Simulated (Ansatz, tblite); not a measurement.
CrSeS: GFN2-xTB, run from Python

These are simulated results from tblite 0.8.0, not measurements. The cell was built from a prototype and was relaxed with r2SCAN in plane waves (Ansatz 0.2.0). It may be hypothetical. It is a single sheet, repeated along a and b, with vacuum along c. All runs are without spin polarisation, and a magnetic state may lie lower.

In-plane lattice: a = 3.155 Å, b = 3.155 Å, γ = 120.0°; thickness between the outer nuclei 3.00 Å. Cr has 3 S at 2.28 Å and 3 Se at 2.44 Å; S has 3 Cr at 2.28 Å; Se has 3 Cr at 2.44 Å.

tblite solves periodic systems at the zone centre alone, so the script builds a cluster of 4×4×1 conventional cells (48 atoms), which folds in a coarse mesh of k points.

run.py reads:

```python
import json
from ase import Atoms
from ase.build import make_supercell
from ase.units import Bohr, GPa, Hartree
from tblite.interface import Calculator

atoms = Atoms(['Cr', 'S', 'Se'],
              cell=[[3.15467373, 0.0, 0.0], [-1.57733686, 2.73202759, 0.0], [0.0, 0.0, 29.80979774]],
              scaled_positions=[[0.0, 0.0, 0.304611797], [0.333333333, 0.666666667, 0.350838072], [0.666666667, 0.333333333, 0.250292607]],
              pbc=True)
cluster = make_supercell(atoms, [[4, 0, 0], [0, 4, 0], [0, 0, 1]])
calc = Calculator('GFN2-xTB', cluster.numbers, cluster.positions / Bohr, lattice=cluster.cell[:] / Bohr, periodic=cluster.pbc)
calc.set('temperature', 0.02 / Hartree)
calc.set('max-iter', 150)
res = calc.singlepoint()
levels = res.get('orbital-energies') * Hartree
nv = round(res.get('orbital-occupations').sum() / 2)
cells = len(cluster) // len(atoms)
out = {'energy_per_cell': res.get('energy') * Hartree / cells, 'homo': levels[nv - 1], 'lumo': levels[nv],
       'stress': (-res.get('virial') * Hartree / cluster.get_volume() / GPa).tolist(), 'charges': res.get('charges')[:len(atoms)].tolist(), 'electrons': 2 * nv / cells}
json.dump(out, open('results.json', 'w'))
for key, value in out.items():
    print(key, value)
```

Command: `python run.py`. It took 11 s on 1 thread of Arm Neoverse N1 (shared host), peak memory 0.12 GiB.

The log:

```
------------------------------------------------------------
  cycle        total energy    energy error   density error
------------------------------------------------------------
      1     -115.5668848687  -1.1591740E+02   1.0480627E+00
      2      23.99809117295   1.3956498E+02   1.5193644E+00
      3     -114.2071206979  -1.3820521E+02   8.8357949E-01
      4     -122.2307086302  -8.0235879E+00   4.4083759E-01
      5     -135.9985040360  -1.3767795E+01   1.0655775E-01
      6     -119.6470616837   1.6351442E+01   3.7310478E-01
      7     -126.2646295497  -6.6175679E+00   2.9056174E-01
      8     -132.0362083385  -5.7715788E+00   2.4696243E-01
      9     -123.3572525777   8.6789558E+00   3.4822519E-01
     10     -128.3303489124  -4.9730963E+00   2.8183069E-01
     11     -131.4043726230  -3.0740237E+00   2.3406200E-01
     12     -127.8220100126   3.5823626E+00   2.8589088E-01
     13     -133.5440227681  -5.7220128E+00   1.8177359E-01
     14     -131.0521581474   2.4918646E+00   2.5749742E-01
     15     -134.7026608625  -3.6505027E+00   1.6288279E-01
     16     -132.4402075124   2.2624534E+00   2.2934378E-01
     17     -133.4536815889  -1.0134741E+00   1.8064984E-01
     18     -135.1829055819  -1.7292240E+00   1.3401834E-01
     19     -132.2173826188   2.9655230E+00   2.1401317E-01
     20     -135.2809307993  -3.0635482E+00   1.2587069E-01
     21     -134.3710109684   9.0991983E-01   1.6099140E-01
     22     -135.8159591572  -1.4449482E+00   1.0005736E-01
     23     -135.0469342488   7.6902491E-01   1.4373008E-01
     24     -136.1601447732  -1.1132105E+00   9.0732948E-02
     25     -135.9539174723   2.0622730E-01   9.1308268E-02
     26     -136.1682799142  -2.1436244E-01   8.3518093E-02
     27     -136.2667760106  -9.8496096E-02   7.4166536E-02
     28     -136.2729464612  -6.1704506E-03   7.2592067E-02
     29     -136.2916658760  -1.8719415E-02   7.3722305E-02
     30     -136.4608997652  -1.6923389E-01   5.7922267E-02
     31     -136.3245544918   1.3634527E-01   7.3364320E-02
     32     -136.3932119904  -6.8657499E-02   6.5079670E-02
     33     -136.5004739008  -1.0726191E-01   5.5980114E-02
     34     -136.4955460051   4.9278957E-03   5.5651211E-02
     35     -136.5757587810  -8.0212776E-02   4.8384688E-02
     36     -136.4393643224   1.3639446E-01   6.0789807E-02
     37     -136.4437080603  -4.3437378E-03   6.0447782E-02
     38     -136.4997831602  -5.6075100E-02   5.4098482E-02
     39     -136.6115754693  -1.1179231E-01   4.3414471E-02
     40     -136.6884970478  -7.6921579E-02   3.2539503E-02
     41     -136.7126430062  -2.4145958E-02   2.7453864E-02
     42     -136.7138829610  -1.2399548E-03   2.7150667E-02
     43     -136.7040293255   9.8536354E-03   2.9751300E-02
     44     -136.6942680740   9.7612515E-03   3.2019651E-02
     45     -136.6916222063   2.6458677E-03   3.1178422E-02
     46     -136.7242991773  -3.2676971E-02   2.4752569E-02
     47     -136.7180574981   6.2416792E-03   2.5755931E-02
     48     -136.7278598450  -9.8023469E-03   2.3549213E-02
     49     -136.7431206000  -1.5260755E-02   1.8671835E-02
     50     -136.7301278943   1.2992706E-02   2.2949247E-02
     51     -136.7341149272  -3.9870328E-03   2.2247174E-02
     52     -136.7374465141  -3.3315869E-03   2.0917911E-02
     53     -136.7415365297  -4.0900156E-03   1.8113228E-02
     54     -136.7514021659  -9.8656362E-03   1.3751868E-02
     55     -136.7602957941  -8.8936282E-03   1.0363475E-02
     56     -136.7610331251  -7.3733101E-04   9.2980399E-03
     57     -136.7623196968  -1.2865717E-03   8.1353716E-03
     58     -136.7637079704  -1.3882736E-03   7.0770367E-03
     59     -136.7638876112  -1.7964085E-04   6.7364339E-03
     60     -136.7642453844  -3.5777314E-04   6.0629291E-03
     61     -136.7649491646  -7.0378028E-04   4.9967066E-03
     62     -136.7657833877  -8.3422303E-04   3.7540310E-03
     63     -136.7660537764  -2.7038871E-04   2.9124955E-03
     64     -136.7662483835  -1.9460714E-04   2.2127988E-03
     65     -136.7663255479  -7.7164426E-05   1.9190626E-03
     66     -136.7663734700  -4.7922093E-05   1.7047331E-03
     67     -136.7663867090  -1.3238952E-05   1.6603587E-03
     68     -136.7664036900  -1.6980970E-05   1.5882898E-03
     69     -136.7663129980   9.0691961E-05   2.0052687E-03
     70     -136.7662542985   5.8699462E-05   2.1414280E-03
     71     -136.7663379122  -8.3613701E-05   1.8522421E-03
     72     -136.7663564773  -1.8565112E-05   1.7793600E-03
     73     -136.7663464961   9.9812508E-06   1.8643511E-03
     74     -136.7662936991   5.2797047E-05   2.0634771E-03
     75     -136.7662850995   8.5995568E-06   1.9713520E-03
     76     -136.7662004941   8.4605386E-05   2.2716028E-03
     77     -136.7661786452   2.1848879E-05   2.2853294E-03
     78     -136.7662047409  -2.6095675E-05   2.1070610E-03
     79     -136.7662088343  -4.0933828E-06   1.9175839E-03
     80     -136.7662529138  -4.4079561E-05   1.7140112E-03
     81     -136.7663755605  -1.2264665E-04   1.3165404E-03
     82     -136.7664239706  -4.8410061E-05   1.1421939E-03
     83     -136.7664017228   2.2247793E-05   1.2892522E-03
     84     -136.7664343393  -3.2616499E-05   1.0856445E-03
     85     -136.7664381895  -3.8502350E-06   1.1097091E-03
     86     -136.7664555838  -1.7394258E-05   1.0689049E-03
     87     -136.7664627069  -7.1231455E-06   1.0210032E-03
     88     -136.7664813710  -1.8664111E-05   9.1093537E-04
     89     -136.7664975925  -1.6221449E-05   7.5963102E-04
     90     -136.7665014541  -3.8616257E-06   7.7494478E-04
     91     -136.7665240772  -2.2623102E-05   4.3147586E-04
     92     -136.7665255972  -1.5200003E-06   3.3779238E-04
     93     -136.7665257431  -1.4593590E-07   3.2795918E-04
     94     -136.7665315870  -5.8438589E-06   1.7213586E-04
     95     -136.7665310517   5.3529030E-07   1.7201672E-04
     96     -136.7665312767  -2.2503517E-07   1.6072327E-04
     97     -136.7665316553  -3.7858700E-07   1.5179487E-04
     98     -136.7665316890  -3.3644028E-08   1.4605636E-04
     99     -136.7665320055  -3.1650421E-07   1.3280935E-04
    100     -136.7665321638  -1.5830307E-07   1.1709000E-04
    101     -136.7665326348  -4.7105942E-07   8.4052498E-05
    102     -136.7665327112  -7.6319253E-08   7.6502542E-05
    103     -136.7665326645   4.6682402E-08   8.3102048E-05
    104     -136.7665327508  -8.6380396E-08   7.6711081E-05
    105     -136.7665327734  -2.2581617E-08   7.4648921E-05
    106     -136.7665327643   9.1017114E-09   7.5228492E-05
    107     -136.7665327142   5.0109207E-08   8.0420398E-05
    108     -136.7665326177   9.6554857E-08   8.9114037E-05
    109     -136.7665326340  -1.6381449E-08   9.0306854E-05
    110     -136.7665328305  -1.9646208E-07   7.3414812E-05
    111     -136.7665329312  -1.0064409E-07   5.9877542E-05
    112     -136.7665330882  -1.5704171E-07   3.4856766E-05
    113     -136.7665330875   7.1929662E-10   3.2890189E-05
    114     -136.7665331481  -6.0661563E-08   1.9898152E-05
------------------------------------------------------------

 total:                                   9.958 sec
energy_per_cell -232.6004330442726
homo -11.277566546232505
lumo -11.277562579787919
stress [[0.9080069484232423, -5.821310379229529e-06, 1.2005894407120335e-06], [-5.821310379191033e-06, 0.9079983904362525, 6.272326340345154e-07], [1.2005894407742724e-06, 6.272326340054604e-07, -0.07107793252610611]]
charges [0.515676318045059, -0.2945054131663506, -0.22143855479050828]
electrons 18.0
```

The cycle table is in hartree for the whole cluster, and the lines after it are in eV (the energy for one cell). The printed stress is in GPa and positive in compression, and the pressure is its mean diagonal, here averaged over the vacuum too.

GFN2-xTB gives no gap at the points read. On the same cell, plane-wave PBE (Ansatz, 12×12×1 k points and the special points) gives no gap (an overlap of 0.02 eV at the points read) and r2SCAN no gap (an overlap of 0.02 eV at the points read); on shared hosts these took about 22 and 58 core-seconds on the 3-atom cell, against 11 for the script.

xTB was fitted mostly to molecules, and a small cluster samples few k points, so gaps, pressures and kinks along a curve can be far from a solid's.

Spin-orbit coupling is left out.
